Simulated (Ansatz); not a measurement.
What does this script print? It uses Ansatz's Python interface.

Script `c2h6alf.py`:
```python
import ansatz as az
import numpy as np


def main() -> None:
    c2h6alf = (
        az.Crystal.molecule()
        .atom("C", [-0.509, 1.387, -0.8096])
        .atom("Al", [-0.3508, -0.5077, -0.4137])
        .atom("C", [0.7593, -1.0755, 1.1021])
        .atom("F", [-1.1111, -1.7258, -1.4276])
        .atom("H", [-1.2212, 1.5473, -1.718])
        .atom("H", [-1.0018, 1.9632, 0.0535])
        .atom("H", [0.463, 1.8738, -1.0409])
        .atom("H", [0.2149, -1.6286, 1.8361])
        .atom("H", [1.2231, -0.1648, 1.6548])
        .atom("H", [1.6167, -1.7201, 0.7664])
    )

    symbols = [site.symbol for site in c2h6alf.cartesian_sites]
    start = np.array([site.position_ang for site in c2h6alf.cartesian_sites])
    axis = (start[0] - start[1]) / np.linalg.norm(start[0] - start[1])
    moving = [0, 4, 5, 6]
    lengths, energies = [1.65, 1.79, 1.94, 2.14, 2.43, 2.91, 3.5, 4.27], []
    for length in lengths:
        xyz = start.copy()
        xyz[moving] += (length - np.linalg.norm(start[0] - start[1])) * axis
        point = az.Crystal.molecule()
        for symbol, place in zip(symbols, xyz):
            point = point.atom(symbol, place.tolist())
        setup = (
            point.calculation()
            .basis(gaussian="6-31G*")
            .functional("pbe0", dispersion="d3bj")
        )
        rep = setup.run().report
        energies.append(rep["free_energy_ev"])
        print(f"r = {length:6.3f} A  E = {energies[-1]:.5f} eV  <S^2> = {abs(rep['mean_field']['state']['spin_squared']):.3f}")

    print("energy above the lowest point (eV):", [round(e - min(energies), 3) for e in energies])


if __name__ == "__main__":
    main()
```

```console
$ python c2h6alf.py
r =  1.650 A  E = -11477.92035 eV  <S^2> = 0.000
r =  1.790 A  E = -11478.75119 eV  <S^2> = 0.000
r =  1.940 A  E = -11478.99590 eV  <S^2> = 0.000
r =  2.140 A  E = -11478.78143 eV  <S^2> = 0.000
r =  2.430 A  E = -11478.02893 eV  <S^2> = 0.000
r =  2.910 A  E = -11476.62712 eV  <S^2> = 0.000
r =  3.500 A  E = -11475.22756 eV  <S^2> = 0.000
r =  4.270 A  E = -11474.07171 eV  <S^2> = 0.000
energy above the lowest point (eV): [1.076, 0.245, 0.0, 0.214, 0.967, 2.369, 3.768, 4.924]
```

Caveats:
- Total energies depend on the basis set; only differences at equal settings carry meaning.
- The rest of the molecule is held rigid at a force-field or estimated start geometry, and the basis set is modest; single-reference methods fail as a bond breaks.
- The orbitals are restricted, so S² is zero by construction.
- Toward dissociation an unrestricted state can lie under the restricted one, by tenths of an eV for polar bonds under a functional and by 1 to 2 eV or more for others.
- It ran for 31 s on 1 thread of Arm Neoverse N1, on a shared host, peak memory 0.21 GiB.
